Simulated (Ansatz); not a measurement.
**F₂H₂HfO₂: basis-set convergence**

The task here is to estimate one member of a computed series from the others.

Method: one geometry, several basis sets; program: Ansatz 0.2.0, Gaussian basis.

Plan: PBE0-D4/def2-SVP; ωB97M-V/def2-SVP; PBE0-D4/def2-QZVPP; ωB97M-V/def2-QZVPP; the functionals' def2-TZVPP values are taken from earlier runs.

## The relaxed structure

All runs share one geometry, relaxed beforehand with PBE0-D4 in a triple-zeta def2 set. Hf takes the def2 core potential; no spin-orbit term is included.

7 atoms, charge 0, spin multiplicity 1.

Atoms are counted from 1 here; the program's logs count them from 0.

Bond lengths: O1–Hf2 1.911 Å, O1–H6 0.951 Å, Hf2–O3 1.911 Å, Hf2–F4 1.915 Å, Hf2–F5 1.915 Å, O3–H7 0.951 Å. Angles: Hf2–O1–H6 172.5°, O1–Hf2–O3 112.1°, O1–Hf2–F4 109.0°, O1–Hf2–F5 109.1°, O3–Hf2–F4 109.1°, O3–Hf2–F5 109.0°, F4–Hf2–F5 108.5°, Hf2–O3–H7 172.4°.

Geometry (Å):

```mol
F2H2HfO2
  3D, bonds by distance, orders not assigned

  7  6  0  0  0  0  0  0  0  0999 V2000
   -1.2959    0.7255    0.8141 O   0  0
   -0.0339    0.0720   -0.4633 Hf  0  0
    1.3827   -0.9089    0.3628 O   0  0
   -0.9387   -1.0659   -1.7099 F   0  0
    0.7085    1.5535   -1.4233 F   0  0
   -1.8512    0.9973    1.5364 H   0  0
    2.0286   -1.3735    0.8832 H   0  0
  1  2  8  0
  2  3  8  0
  2  4  8  0
  2  5  8  0
  1  6  8  0
  3  7  8  0
M  END
```

Set-up of the first run:

in.yaml reads:

```yaml
crystal:
  periodic: [false, false, false]
  atoms:
    - {symbol: O, position_ang: [-1.295895, 0.725486, 0.814100]}
    - {symbol: Hf, position_ang: [-0.033933, 0.072030, -0.463305]}
    - {symbol: O, position_ang: [1.382682, -0.908870, 0.362771]}
    - {symbol: F, position_ang: [-0.938734, -1.065867, -1.709907]}
    - {symbol: F, position_ang: [0.708518, 1.553471, -1.423297]}
    - {symbol: H, position_ang: [-1.851204, 0.997267, 1.536390]}
    - {symbol: H, position_ang: [2.028557, -1.373516, 0.883239]}
basis:
  gaussian: {orbitals: def2-SVP}
hamiltonian: {xc: pbe0, dispersion: d4}
output: {orbitals: {seedname: orbitals}}
```

The run is started by

```
> ansatz run in.yaml --threads 4 --pin off --events-out ev --progress --plain --max-ram 10444MiB
```

Steps of the session up to this table: PBE0-D4 in def2-SVP; ωB97M-V in def2-SVP; PBE0-D4 in def2-QZVPP; ωB97M-V in def2-QZVPP.

One of the session's tables, all rows but one given; the rest of the session is left out.

It belongs to the step «Functionals by basis». 

| functional | basis | HOMO (eV) |
| --- | --- | --- |
| PBE0-D4 | def2-SVP | -9.41 |
| PBE0-D4 | def2-TZVPP | ? |
| PBE0-D4 | def2-QZVPP | -9.63 |
| ωB97M-V | def2-SVP | -11.85 |
| ωB97M-V | def2-TZVPP | -12.03 |
| ωB97M-V | def2-QZVPP | -12.09 |

**Question.** Estimate the row for PBE0-D4, def2-TZVPP.

As computed: HOMO (eV): -9.58. In the column «HOMO (eV)» it lies between PBE0-D4, def2-QZVPP (-9.63) and PBE0-D4, def2-SVP (-9.41).
